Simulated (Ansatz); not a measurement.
# C3H6OSi: up Jacob's ladder to CCSD(T)

Aim: compute C3H6OSi with functionals from several rungs and with coupled cluster, and see how far each lands from CCSD(T) at the basis-set limit for the atomisation energy.

Method: functionals in def2-TZVPP, the program's frozen cores in correlated methods; program: Ansatz 0.2.0, Gaussian basis.

The runs, in order: LDA (SPW92), PBE-D4, revPBE-D4, BLYP-D4, r2SCAN-D4, B97M-V, PBE0-D4, B3LYP-D4, r2SCANh-D4, r2SCAN0-D4, HSE06-D4, BHLYP-D4, CAM-B3LYP-D4, LC-ωPBE, ωB97X-V, ωB97M-V, B2PLYP, PBE-QIDH; CCSD(T)/def2-SVP; CCSD(T)/def2-TZVPP; MP2/def2-QZVPP; extrapolation to the limit; RPA on PBE.

### 1 The relaxed structure

An earlier PBE0-D4 in a triple-zeta def2 set relaxation fixed the geometry.

SMILES `OC#CC[SiH3]`, 11 atoms, charge 0, spin multiplicity 1.

Atoms are counted from 1 here; the program's logs count them from 0.

Bond lengths: O1–C2 1.307 Å, O1–H6 0.964 Å, C2–C3 1.201 Å, C3–C4 1.449 Å, C4–Si5 1.890 Å, C4–H7 1.095 Å, C4–H8 1.095 Å, Si5–H9 1.485 Å, Si5–H10 1.485 Å, Si5–H11 1.489 Å. Angles: C2–O1–H6 110.0°, O1–C2–C3 177.0°, C2–C3–C4 177.4°, C3–C4–Si5 110.3°, C3–C4–H7 111.4°, C3–C4–H8 111.4°, Si5–C4–H7 108.3°, Si5–C4–H8 108.3°, H7–C4–H8 107.0°, C4–Si5–H9 109.9°, C4–Si5–H10 109.9°, C4–Si5–H11 109.4°, H9–Si5–H10 109.5°, H9–Si5–H11 109.1°, H10–Si5–H11 109.1°.

### 2 LDA

This LDA is Slater exchange with PW92 correlation.

The input, in.yaml:

```yaml
crystal:
  periodic: [false, false, false]
  atoms:
    - {symbol: O, position_ang: [0.645175, 1.787050, 2.591107]}
    - {symbol: C, position_ang: [0.152772, 0.949559, 1.716983]}
    - {symbol: C, position_ang: [-0.254685, 0.197915, 0.874243]}
    - {symbol: C, position_ang: [-0.698667, -0.687343, -0.183320]}
    - {symbol: Si, position_ang: [0.405312, -0.497560, -1.705047]}
    - {symbol: H, position_ang: [0.131249, 1.753545, 3.405992]}
    - {symbol: H, position_ang: [-0.669945, -1.735062, 0.134985]}
    - {symbol: H, position_ang: [-1.731349, -0.470801, -0.477494]}
    - {symbol: H, position_ang: [0.347243, 0.900979, -2.200111]}
    - {symbol: H, position_ang: [1.807361, -0.841630, -1.358238]}
    - {symbol: H, position_ang: [-0.069066, -1.413751, -2.778599]}
basis:
  gaussian: {orbitals: def2-TZVPP}
hamiltonian: {xc: lda}
output: {orbitals: {seedname: orbitals}}
```

The runs that follow: PBE-D4 (GGA); revPBE-D4 (GGA); BLYP-D4 (GGA); r2SCAN-D4 (meta-GGA); B97M-V (meta-GGA); PBE0-D4 (hybrid); B3LYP-D4 (hybrid); r2SCANh-D4 (hybrid); r2SCAN0-D4 (hybrid); HSE06-D4 (hybrid); BHLYP-D4 (hybrid); CAM-B3LYP-D4 (range-separated); LC-ωPBE (range-separated); ωB97X-V (range-separated); ωB97M-V (range-separated); B2PLYP (double hybrid); PBE-QIDH (double hybrid); CCSD(T) in def2-SVP; CCSD(T) in def2-TZVPP; MP2 in def2-QZVPP; RPA on PBE orbitals.

**Question.** What will the summary of the whole plan be? Wanted: atomisation energy, CCSD(T)/CBS; farthest beyond LDA; mean size of error, GGA; mean size of error, meta-GGA; mean size of error, hybrid; mean size of error, range-separated; mean size of error, double hybrid; gap, smallest and largest; T1 diagnostic.

As calculated:

| quantity | value |
| --- | --- |
| atomisation energy, CCSD(T)/CBS | 4206.5 kJ/mol |
| functionals within 21.0 kJ/mol (0.5 %) | revPBE-D4, BLYP-D4, r2SCAN-D4, B97M-V, PBE0-D4, B3LYP-D4, r2SCANh-D4, CAM-B3LYP-D4, LC-ωPBE, ωB97X-V, ωB97M-V, PBE-QIDH |
| farthest beyond LDA | BHLYP-D4 (-132.2 kJ/mol) |
| mean size of error, GGA | 38.9 kJ/mol |
| mean size of error, meta-GGA | 10.8 kJ/mol |
| mean size of error, hybrid | 42.2 kJ/mol |
| mean size of error, range-separated | 13.0 kJ/mol |
| mean size of error, double hybrid | 25.7 kJ/mol |
| gap, smallest and largest | 4.95 eV (BLYP-D4), 12.19 eV (LC-ωPBE) |
| T1 diagnostic | 0.0121 |
| triples share of the correlation energy | 4.2 % |

LDA overbinds by 647.1 kJ/mol (15 %). PBE-D4 is off by +107.5 kJ/mol. Double hybrids carry the basis error of their MP2 part in triple zeta, and no dispersion term here, so their miss is partly the set-up's. The rungs meta-GGA, range-separated miss on average by less than the doubt on the reference (21.0 kJ/mol), so they tie. The reference freezes the cores and leaves out relativity and excitations past (T), so misses under about 21.0 kJ/mol can't be ranked. Hartree-Fock recovers 72 % of the binding; the rest is correlation. CCSD(T) in def2-SVP is off by -213.0 kJ/mol, so the small basis spoils what the method gains. The gap grows from 4.9 to 12.2 eV across the functionals, mostly with the share of exact exchange.
